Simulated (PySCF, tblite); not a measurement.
# C₅H₈ClFSi₂: geometry, infrared bands and NMR shifts

Wanted: the infrared bands and NMR shifts of C₅H₈ClFSi₂ (`C=C(CCl)[SiH2]C#C[SiH2]F`), by calculation.

The runs use tblite 0.8.0 and PySCF 2.14.0, with density-fitted response routines of our own; the level of theory stands in each step. All values are computed, except where a source is named. Atoms count from 0, in the outputs and in this text.

**1. The molecule as given**

17 atoms, charge 0, multiplicity 1; geometry from: force field or distance geometry start.

Bonds of the start (Å): C0–C1 1.33, C1–C2 1.51, C2–Cl3 1.77, C1–Si4 1.88, Si4–C5 1.88, C5–C6 1.21, C6–Si7 1.87, Si7–F8 1.61, C0–H9 1.09, C0–H10 1.10, C2–H11 1.10, C2–H12 1.08, Si4–H13 1.47, Si4–H14 1.50, Si7–H15 1.48, Si7–H16 1.48.

**2. Optimising the geometry with GFN2-xTB**

The job: settings as JSON, then the geometry in Å.

```
{"job": {"kind": "relax", "xc": "GFN2-xTB", "basis": "xTB"}, "charge": 0, "multiplicity": 1}
C     -2.722800     0.833700    -0.169300
C     -1.806300     0.191000     0.548000
C     -1.846000    -1.304200     0.786300
Cl    -2.594400    -1.662200     2.350800
Si    -0.311600     1.052100     1.293300
C      1.230200     0.562000     0.338400
C      2.215800     0.233300    -0.275500
Si     3.739000    -0.293800    -1.227100
F      3.419100    -1.702300    -1.945000
H     -2.691000     1.906600    -0.347700
H     -3.584900     0.309700    -0.598300
H     -2.475900    -1.793900     0.023400
H     -0.873500    -1.772300     0.752800
H     -0.161000     0.687700     2.712500
H     -0.512000     2.531700     1.193900
H      4.071900     0.705600    -2.259800
H      4.896400    -0.472600    -0.321200
```

Command:

```sh
OMP_NUM_THREADS=1 python probes_run.py task.json out
```

This one command runs all jobs of the session in turn.

**Question.** This job is followed by: GFN2-xTB harmonic vibrations, gas phase; GIAO PBE0/pcSseg-1 NMR shielding, non-relativistic, gas phase. What will the session give for the following? strongest single infrared mode (GFN2-xTB); zero-point energy (GFN2-xTB); 13C shifts against TMS (PBE0/pcSseg-1); 1H shifts against TMS (PBE0/pcSseg-1, means over atoms taken as alike); 35Cl shifts against HCl (PBE0/pcSseg-1); 29Si shifts against TMS (PBE0/pcSseg-1); 19F shifts against CFCl3 (PBE0/pcSseg-1).

The runs gave:

| quantity | value |
| --- | --- |
| strongest single infrared mode (GFN2-xTB) | 691 cm⁻¹, 470 km/mol |
| zero-point energy (GFN2-xTB) | 65.7 kcal/mol |
| 13C shifts against TMS (PBE0/pcSseg-1) | 150.8, 136.2, 117.6, 116.7, 57.0 ppm |
| 1H shifts against TMS (PBE0/pcSseg-1, means over atoms taken as alike) | 6.26, 5.73, 5.18, 4.80, 4.57 ppm |
| 35Cl shifts against HCl (PBE0/pcSseg-1) | 119 ppm |
| 29Si shifts against TMS (PBE0/pcSseg-1) | -30.2, -69.9 ppm |
| 19F shifts against CFCl3 (PBE0/pcSseg-1) | -217.5 ppm |

Relaxing lowered the energy by 0.150 eV in 182 steps; the close pair that moved most is Si4–H14, from 1.496 to 1.467 Å. No mode is imaginary among the 45: a minimum at this level. The strongest single mode, at 691 cm⁻¹, is spread over many atoms; the largest shares are those of H14, H13. Unscaled tight-binding wavenumbers are off by several per cent, some by more. Its intensities can rank the bands wrongly. C1 (fully substituted alkene carbon) lies farthest downfield among carbon, at 150.8 ppm; the olefinic region. At PBE0/pcSseg-1: Shielding is most anisotropic at Cl3 (span 389 ppm, paramagnetic term -317 ppm).
